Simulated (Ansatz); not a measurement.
# BClFH4NSi: the cost of one run

Computed with Ansatz 0.2.0, Gaussian basis. Level: the settings change from run to run.

## Step 1: The relaxed structure

An earlier PBE0-D4 in a triple-zeta def2 set relaxation fixed the geometry.

9 atoms, charge 0, spin multiplicity 1.

Atoms are counted from 1 here; the program's logs count them from 0.

Bond lengths: N1–Si2 1.702 Å, N1–H6 1.008 Å, N1–H7 1.007 Å, Si2–Cl3 2.090 Å, Si2–B4 2.029 Å, Si2–H8 1.482 Å, B4–F5 1.323 Å, B4–H9 1.201 Å. Angles: Si2–N1–H6 120.3°, Si2–N1–H7 121.5°, H6–N1–H7 111.5°, N1–Si2–Cl3 115.3°, N1–Si2–B4 110.6°, N1–Si2–H8 107.9°, Cl3–Si2–B4 102.0°, Cl3–Si2–H8 104.8°, B4–Si2–H8 116.3°, Si2–B4–F5 118.8°, Si2–B4–H9 124.6°, F5–B4–H9 116.6°.

As a file:

```
N     0.95541    0.98532    0.74110
Si    0.43967   -0.47551    0.03603
Cl    1.24289   -0.89156   -1.84833
B    -1.54994   -0.41458   -0.35756
F    -2.13959    0.76405   -0.47882
H     0.59200    1.86530    0.41112
H     1.88262    1.08871    1.12089
H     0.90467   -1.58674    0.89879
H    -2.23922   -1.38149   -0.54022
```

## Step 2: r2SCANh/cc-pVTZ-DK

Set apart from the defaults: atoms shaken by 0.08 Å, D4 dispersion.

in.yaml

```yaml
crystal:
  periodic: [false, false, false]
  atoms:
    - {symbol: N, position_ang: [0.948478, 0.989795, 0.711263]}
    - {symbol: Si, position_ang: [0.455380, -0.388377, 0.117233]}
    - {symbol: Cl, position_ang: [1.357597, -0.936443, -1.829777]}
    - {symbol: B, position_ang: [-1.627719, -0.488085, -0.322226]}
    - {symbol: F, position_ang: [-2.110519, 0.913740, -0.490916]}
    - {symbol: H, position_ang: [0.662239, 1.870958, 0.498041]}
    - {symbol: H, position_ang: [1.847229, 1.120716, 1.246943]}
    - {symbol: H, position_ang: [0.925977, -1.685030, 1.030330]}
    - {symbol: H, position_ang: [-2.239906, -1.489284, -0.639607]}
basis:
  gaussian: {orbitals: cc-pVTZ-DK}
hamiltonian: {xc: {name: r2SCANh}, dispersion: d4}
```

Launch:

```console
$ ansatz run in.yaml --threads 4 --pin off --events-out ev --progress --plain --max-ram 10444MiB
```

What time and memory should one allow on 4 threads of AMD EPYC, shared host?

About 12 s, with a peak of 0.45 GiB.
